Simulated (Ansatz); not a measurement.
# Si2C: the cost of one run

Program: Ansatz 0.2.0. Level of theory: DFT PBE, scalar-relativistic, plane waves, PAW. These are calculated values, not measurements.

### 1 The system as given

The structure is tetragonal, space group P4/mmm (No. 123). Conventional cell: a = 2.669 Å, b = 2.669 Å, c = 5.532 Å, α = 90.00°, β = 90.00°, γ = 90.00°. Si (site symmetry 4mm) has 5 Si at 2.39 to 2.67 Å and 4 C at 2.46 Å as nearest neighbours. C (site symmetry 4/mmm) has 8 Si at 2.46 Å and 4 C at 2.67 Å as nearest neighbours.

Coordinates:

```cif
data_structure
_symmetry_space_group_name_H-M 'P4/mmm'
_symmetry_Int_Tables_number 123
_cell_length_a 2.6686
_cell_length_b 2.6686
_cell_length_c 5.5322
_cell_angle_alpha 90.000
_cell_angle_beta 90.000
_cell_angle_gamma 90.000
_cell_volume 39.40
loop_
_atom_site_label
_atom_site_type_symbol
_atom_site_symmetry_multiplicity
_atom_site_Wyckoff_symbol
_atom_site_fract_x
_atom_site_fract_y
_atom_site_fract_z
_atom_site_occupancy
Si1 Si 2 h 0.50000 0.50000 0.28432 1
C1 C 1 a 0.00000 0.00000 0.00000 1
```

Recipe of the guess: species swapped into a database cell of Ga2Cu (P4/mmm, No. 123), with Si on the Ga sites and C on the Cu sites. Its size is a rough estimate.

### 2 A first look at the guess

Contents of input.yaml:

```yaml
crystal:
  lattice:
    - [2.66863365, 0.0, 0.0]
    - [0.0, 2.66863365, 0.0]
    - [0.0, 0.0, 5.5321828]
  atoms:
    - { symbol: Si, position: [0.5, 0.5, 0.28432271] }
    - { symbol: Si, position: [0.5, 0.5, 0.71567729] }
    - { symbol: C, position: [0.0, 0.0, 0.0] }
basis:
  ecutwfc: 420
kpoints:
  mp_grid: { grid: [6, 6, 4] }
hamiltonian:
  xc: pbe
scf:
  occupations: { method: gaussian, width: 0.1 }
  lower_state_search: "off"
output:
  forces: true
  stress: true
  eigenvalues: true
```

On the command line:

```
> ansatz run input.yaml --threads 1 --pin off --max-ram 2048MiB --backend cpu --events-out ev --progress --plain --runs-dir out
```

What time and memory should one allow on 1 thread of Arm Neoverse V1, shared host?

About 1.5 s, with a peak of 0.27 GiB.
